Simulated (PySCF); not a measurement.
# AuH3: singlet, from a T-shaped start

The task is one start of a wider search on AuH3: the singlet, built as T-shaped. It is relaxed, tested by its Hessian and followed downhill if it is a saddle.

The runs use PySCF 2.14.0; PBE0, basis Au def2-TZVP with ECP60, H def2-TZVP, scalar-relativistic core potentials, no spin–orbit coupling, density fitting.

### 1 The system as given

4 atoms, charge 0, spin multiplicity 1.

Bond lengths: Au1–H2 1.560 Å, Au1–H3 1.560 Å, Au1–H4 1.560 Å. Angles: H2–Au1–H3 88.0°, H2–Au1–H4 88.0°, H3–Au1–H4 176.0°.

Z-matrix (Å, degrees; charge 0 multiplicity 1):
```
Au
H  1 1.5600
H  1 1.5599 2 88.00
H  1 1.5599 2 88.00 3 180.00
```

### 2 Relaxing the singlet from the T-shaped start

One driver script runs all steps and calls PySCF; scf.py shows how it sets up the SCF of each step. The optimiser is the driver's own. Before each start the driver seeks the lowest SCF state from one or more starting densities and follows internal instabilities, so scf.py alone need not reach the same state.

The program finds C2v symmetry in the start, which this walk keeps.

Contents of scf.py:

```python
from pyscf import gto, scf, dft
mol = gto.M(atom='''
Au     0.000000     0.000000    -0.008410
H      0.000000     0.000000     1.551590
H      1.559000    -0.000000     0.045990
H     -1.559000     0.000000     0.045990''',
    basis={'Au': 'def2-TZVP', 'H': 'def2-TZVP'},
    ecp={'Au': 'def2-TZVP'},
    charge=0, spin=0)
mf = dft.RKS(mol, xc='PBE0')
mf.grids.atom_grid = (50, 194)
aux = {'Au': 'def2-universal-JKFIT', 'H': 'def2-universal-JKFIT'}
mf = mf.density_fit(auxbasis=aux)
mf.kernel()
```

The runs that follow: Is it a minimum? Harmonic modes; Downhill along the imaginary mode; Hessian and properties.

Before running it: what results should come out? Wanted: minimum; geometry; wavenumbers; dipole moment; highest occupied, lowest empty level; polar-tensor charge of Au1; zero-point energy; atomisation energy.

The runs gave:

| quantity | value |
| --- | --- |
| minimum | singlet, C2v |
| geometry | Au–H 1.576 Å, Au–H 1.837 Å (×2), H–H 0.802 Å; Au–H–H 77.4° (×2), H–Au–H 25.2°, H–Au–H 167.4° (×2) |
| wavenumbers (cm⁻¹) | 598 (b2), 646 (b1), 851 (a1), 1377 (b2), 2224 (a1), 3619 (a1) |
| dipole moment | 2.73 D |
| highest occupied, lowest empty level | -7.50, -0.92 eV |
| polar-tensor charge of Au1 | +0.03 e |
| zero-point energy | 55.7 kJ/mol |
| entropy at 298.15 K | 235.7 J/(mol K) |
| atomisation energy (no zero-point energy) | 773 kJ/mol |

What this shows: From C2v at the start the molecule goes to a C2v minimum, after a first stop at a saddle point 134.3 kJ/mol higher, from which it was pushed off along an imaginary mode. In the infrared the band at 2224 cm⁻¹ (a1) leads. Only this shape and spin were tried, so other structures or states may lie lower. Spin–orbit coupling, left out here, can matter for elements this heavy.
